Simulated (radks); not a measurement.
# V¹⁷⁺ in [He] 2s1.5 2p2.5: an all-electron calculation

One table from this session's results is given with a row withheld; the runs are named, their logs left out.

Program: radks (a radial shooting solver on a logarithmic mesh, Libxc functionals) version 1. Level of theory: scalar-relativistic Kohn-Sham, Wu-Cohen GGA, spin-polarised, spherical densities, finite nucleus; open shells are filled with parallel spins first. These are calculated values, not measurements, unless marked.

### What is computed

- element: vanadium (Z = 23)
- charge: +17
- electrons: 6
- configuration: [He] 2s1.5 2p2.5
- nuclear rms radius: 3.6002 fm

Set-up of the first run:

Settings of this run:

```text
Z 23
configuration [He] 2s1.5 2p2.5
relativity scalar-relativistic
functional wc,pbe
spin polarised
nucleus finite rms 3.6002 fm
c 137.035999084
```

The run is started by

```
$ python run_ks.py task.json out
```

This one command runs every case of the session in turn.

One table of the session follows, with a row left open; its other results are not shown here.

It belongs to the step «Radial structure». Sizes of the orbitals, from the radial functions (bohr):

```
  level      <r>  outermost maximum (interpolated)  90 % within
  1s up  0.06623                            0.0435        0.118
1s down  0.06609                            0.0434        0.118
  2s up        ?                                 ?            ?
2s down   0.2869                             0.245        0.440
  2p up   0.2460                             0.194        0.397
2p down   0.2485                             0.195        0.402
```

Estimate the missing values for 2s up.

**Answer.** <r>: 0.2843; outermost maximum (interpolated): 0.243; 90 % within: 0.436. In the column «<r>» it lies between 2p down (0.2485) and 2s down (0.2869).
